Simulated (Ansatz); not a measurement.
This script makes a convergence test of the plane-wave cutoff of BiPd₃, space group Fm-3m with Ansatz's Python interface.

`bipd3.py`
```python
import ansatz

lattice = ansatz.Lattice.of(
    [0.0, 3.26309, 3.26309],
    [3.26309, 0.0, 3.26309],
    [3.26309, 3.26309, 0.0],
)
sites = [
    ("Bi", [0.5, 0.5, 0.5]),
    ("Pd", [0.75, 0.75, 0.75]),
    ("Pd", [0.25, 0.25, 0.25]),
    ("Pd", [0.0, 0.0, 0.0]),
]
bipd3 = ansatz.Crystal(lattice=lattice)
for symbol, position in sites:
    bipd3 = bipd3.atom(symbol, position)

base = bipd3.calculation()
base = base.functional("lda")
base = base.kpoints(7, 7, 7)
base = base.occupations("Fermi-Dirac")

rows = []
for value in [250, 325, 400, 475, 550, 625]:
    summary = base.basis(value).run(threads=1).report
    rows.append((value, summary["free_energy_ev"] / len(summary["lattice"]["sites"]), summary["n_iterations"], summary["n_pw"]))

print(" cutoff (eV)   F/atom (eV)    iterations   plane waves")
for row in rows:
    print(f"{str(row[0]):>12s}  {row[1]:12.5f}  {row[2]:12d}  {row[3]:12d}")

for row in rows[:-1]:
    shift = 1000 * (row[1] - rows[-1][1])
    print(f"{row[0]}: {shift:+.2f} meV/atom" + ("  (within 1 meV)" if abs(shift) < 1 else ""))
```

From which cutoff on is the energy per atom within 1 meV of the last row, and how does it get there?

From 475 eV on it stays within 1 meV an atom of the value at 625 eV; the first row (250 eV) is off by 1644.9 meV and the last but one by 0.26 meV. The energy falls steadily, as expected when plane waves are added.

The output:

```console
$ python bipd3.py
DeckWarning: basis.ecutwfc = 250 eV is below the records' recommended 420 eV, and the density's cutoff is lower with it unless basis.ecutrho_ratio is high enough to keep the records' density cutoff: compare with a run at a higher cutoff
DeckWarning: basis.ecutwfc = 325 eV is below the records' recommended 420 eV, and the density's cutoff is lower with it unless basis.ecutrho_ratio is high enough to keep the records' density cutoff: compare with a run at a higher cutoff
DeckWarning: basis.ecutwfc = 400 eV is below the records' recommended 420 eV, and the density's cutoff is lower with it unless basis.ecutrho_ratio is high enough to keep the records' density cutoff: compare with a run at a higher cutoff
 cutoff (eV)   F/atom (eV)    iterations   plane waves
         250   -8153.47106             7           609
         325   -8155.06526             6           941
         400   -8155.11428             7          1243
         475   -8155.11538             7          1639
         550   -8155.11572             7          2085
         625   -8155.11598             7          2445
250: +1644.92 meV/atom
325: +50.71 meV/atom
400: +1.69 meV/atom
475: +0.60 meV/atom  (within 1 meV)
550: +0.26 meV/atom  (within 1 meV)
```
(Warnings from the package without file and line.)

What to keep in mind:
- No spin polarisation was allowed.
- For a metal this k-point mesh is coarse: on a finer one energies can move by several to tens of meV an atom and pressures by half a GPa or more, differences at one mesh by less.
- Spin-orbit coupling, which matters for elements this heavy, is left out.
- This cell is a computed structure, which may not be the phase found in nature.
- Shifts are counted from the last row, which is itself no proven limit.
- The whole script took 16 s on 1 thread of Arm Neoverse V1, on a shared host, peak memory 0.44 GiB.

(Lines on the test bed's own set-up are left out of the output.)
